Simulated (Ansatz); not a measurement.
**CH₄FSb: one species, many methods**

How much do the methods differ for CH₄FSb? The plan is to run it at one geometry with functionals of several rungs and with coupled cluster, and see how far each lands from CCSD(T) at the basis-set limit for the atomisation energy.

Computed with Ansatz 0.2.0, Gaussian basis. Level: functionals in def2-TZVPP, the program's frozen cores in correlated methods.

Plan: LDA (SPW92), PBE-D4, revPBE-D4, BLYP-D4, r2SCAN-D4, B97M-V, PBE0-D4, B3LYP-D4, r2SCANh-D4, r2SCAN0-D4, HSE06-D4, BHLYP-D4, CAM-B3LYP-D4, LC-ωPBE, ωB97X-V, ωB97M-V, B2PLYP, PBE-QIDH; CCSD(T)/def2-SVP; CCSD(T)/def2-TZVPP; MP2/def2-QZVPP; extrapolation to the limit; RPA on PBE.

**1. The relaxed structure**

The geometry comes from an earlier relaxation with PBE0-D4 in a triple-zeta def2 set; it is a stationary point, not always the lowest conformer. Sb takes the def2 core potential; no spin-orbit term is included.

7 atoms, charge 0, spin multiplicity 1.

Atoms are counted from 1 here; the program's logs count them from 0.

Bond lengths: C1–Sb2 2.143 Å, C1–H4 1.089 Å, C1–H5 1.090 Å, C1–H6 1.092 Å, Sb2–F3 1.926 Å, Sb2–H7 1.720 Å. Angles: Sb2–C1–H4 109.8°, Sb2–C1–H5 108.7°, Sb2–C1–H6 109.5°, H4–C1–H5 110.0°, H4–C1–H6 109.3°, H5–C1–H6 109.6°, C1–Sb2–F3 94.2°, C1–Sb2–H7 92.7°, F3–Sb2–H7 93.8°.

**2. LDA**

This LDA is Slater exchange with PW92 correlation.

Contents of in.yaml:

```yaml
crystal:
  periodic: [false, false, false]
  atoms:
    - {symbol: C, position_ang: [0.021342, 0.806317, -0.310630]}
    - {symbol: Sb, position_ang: [0.347394, -1.310555, -0.375487]}
    - {symbol: F, position_ang: [1.063661, -1.396166, 1.410199]}
    - {symbol: H, position_ang: [0.953257, 1.329284, -0.522503]}
    - {symbol: H, position_ang: [-0.338935, 1.074446, 0.682008]}
    - {symbol: H, position_ang: [-0.725094, 1.083460, -1.057842]}
    - {symbol: H, position_ang: [-1.260425, -1.654786, 0.128656]}
basis:
  gaussian: {orbitals: def2-TZVPP}
hamiltonian: {xc: lda}
output: {orbitals: {seedname: orbitals}}
```

The runs that follow: PBE-D4 (GGA); revPBE-D4 (GGA); BLYP-D4 (GGA); r2SCAN-D4 (meta-GGA); B97M-V (meta-GGA); PBE0-D4 (hybrid); B3LYP-D4 (hybrid); r2SCANh-D4 (hybrid); r2SCAN0-D4 (hybrid); HSE06-D4 (hybrid); BHLYP-D4 (hybrid); CAM-B3LYP-D4 (range-separated); LC-ωPBE-D4 (range-separated); ωB97X-V (range-separated); ωB97M-V (range-separated); B2PLYP (double hybrid); PBE-QIDH (double hybrid); CCSD(T) in def2-SVP; CCSD(T) in def2-TZVPP; MP2 in def2-QZVPP; RPA on PBE orbitals.

Q: Predict the results of all the runs planned. Wanted: atomisation energy, CCSD(T)/CBS; farthest beyond LDA; mean size of error, GGA; mean size of error, meta-GGA; mean size of error, hybrid; mean size of error, range-separated; mean size of error, double hybrid; gap, smallest and largest; T1 diagnostic.

The runs gave:

| quantity | value |
| --- | --- |
| atomisation energy, CCSD(T)/CBS | 23.193 eV |
| functionals within 0.232 eV (1.0 %) | BLYP-D4, r2SCAN-D4, B97M-V, B3LYP-D4, CAM-B3LYP-D4, ωB97X-V, ωB97M-V |
| farthest beyond LDA | BHLYP-D4 (-0.847 eV) |
| mean size of error, GGA | 0.237 eV |
| mean size of error, meta-GGA | 0.170 eV |
| mean size of error, hybrid | 0.424 eV |
| mean size of error, range-separated | 0.175 eV |
| mean size of error, double hybrid | 0.498 eV |
| gap, smallest and largest | 4.15 eV (LDA (SPW92)), 10.80 eV (LC-ωPBE) |
| T1 diagnostic | 0.0134 |
| triples share of the correlation energy | 3.0 % |

In words: LDA overbinds by 3.375 eV (15 %). PBE-D4 is off by +0.293 eV. Double hybrids carry the basis error of their MP2 part in triple zeta, and no dispersion term here, so their miss is partly the set-up's. The rungs meta-GGA, range-separated miss on average by less than the doubt on the reference (0.232 eV), so they tie. Misses under about 0.232 eV are within the doubt on the reference itself, which lacks core-valence correlation, spin-orbit coupling and higher excitations, and its outer-core shells are covered unevenly. All levels share the lack of spin-orbit coupling, which lowers the free heavy atoms and so the true binding. Hartree-Fock recovers 69 % of the binding; the rest is correlation. CCSD(T) in def2-SVP is off by -2.069 eV, more than most functionals: a good method in a small basis is no reference. The gap grows from 4.2 to 10.8 eV across the functionals, mostly with the share of exact exchange. Correlated methods include outer-core shells of Sb, which these sets cover unevenly.
